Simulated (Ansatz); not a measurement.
# MoS3: a closer look at a trial structure

The task, for MoS3: see whether it has a gap, which orbitals make up the states near it and how charge is shared.

Program: Ansatz 0.2.0. Level of theory: DFT PBE, scalar-relativistic, plane waves, PAW. These are calculated values, not measurements.

## Step 1: The structure to begin with

The structure is tetragonal, space group P4/mmm (No. 123). The conventional cell has a = 3.338 Å, b = 3.338 Å, c = 8.693 Å, α = 90.00°, β = 90.00°, γ = 90.00°. Around Mo (site symmetry 4/mmm) lie 4 S at 2.36 Å. S (site symmetry 4mm) has 1 S at 1.91 Å as nearest neighbours. S (site symmetry 4/mmm) is surrounded by 4 Mo at 2.36 Å.

Coordinates:

```
Mo S
1.0
     3.33772    0.00000    0.00000
     0.00000    3.33772    0.00000
     0.00000    0.00000    8.69327
Mo S
1 3
Direct
  0.50000 0.50000 0.00000
  0.00000 0.00000 0.60984
  0.00000 0.00000 0.39016
  0.00000 0.00000 0.00000
```

The cell was relaxed beforehand at this level, from a generated guess; it is a trial structure. At a tolerance of 0.05 Å it has space group P4/mmm (No. 123); it has 24.21 Å³/atom, an uncorrected energy of +0.45 eV/atom over the elements.

## Step 2: Bands, states and charges

input.yaml reads:

```yaml
crystal:
  lattice:
    - [3.3377246558, 0.0, 0.0]
    - [0.0, 3.3377246558, 0.0]
    - [0.0, 0.0, 8.6932653656]
  atoms:
    - { symbol: Mo, position: [0.5, 0.5, 0.0], spin: 1.29 }
    - { symbol: S, position: [0.0, 0.0, 0.6098363779] }
    - { symbol: S, position: [0.0, 0.0, 0.3901636221] }
    - { symbol: S, position: [0.0, 0.0, 0.0] }
basis:
  ecutwfc: 420
kpoints:
  mp_grid: { grid: [14, 14, 6] }
  band_path:
    path:
      - [[0.0, 0.0, 0.0], [0.0, 0.5, 0.0], [0.5, 0.5, 0.0], [0.0, 0.0, 0.0], [0.0, 0.0, 0.5], [0.0, 0.5, 0.5], [0.5, 0.5, 0.5], [0.0, 0.0, 0.5]]
      - [[0.0, 0.5, 0.0], [0.0, 0.5, 0.5]]
      - [[0.5, 0.5, 0.0], [0.5, 0.5, 0.5]]
    npoints: 14
hamiltonian:
  xc: pbe
scf:
  occupations: { method: gaussian, width: 0.1 }
  n_extra_bands: 10
output:
  forces: true
  stress: true
  eigenvalues: true
  populations: true
  dos: { projected: true, de: 0.02, nscf_kmesh: { grid: [17, 17, 8] } }
  bader: true
  write_density: true
  write_potential: true
  elf: true
  volumetric_format: npy
magnetization:
  spin_polarized: true
checkpoint:
  read: start.run
  write: ck
  compress: false
  write_wavefunctions: false
  write_every: 100000
```

Started as:

```
$ ansatz run input.yaml --threads 1 --pin off --max-ram 2560MiB --backend cpu --events-out ev --progress --plain --runs-dir out
```

**Question.** What will these runs give? Wanted: gap; states at the Fermi level; Bader charges.

The runs gave:

| quantity | value |
| --- | --- |
| gap | none (metal) |
| states at the Fermi level | 2.92 per eV per cell |
| Bader charges | Mo +1.11, S -0.99 to -0.06 e |

Bands cross the Fermi level: a metal at this level of theory. Of the projected weight within 0.25 eV of the Fermi level, the largest part is Mo 4d (52 %) and S 3p (44 %). Charge transfer between the atoms is strong (Bader charges up to 1.1 e). Other magnetic orders were not searched.
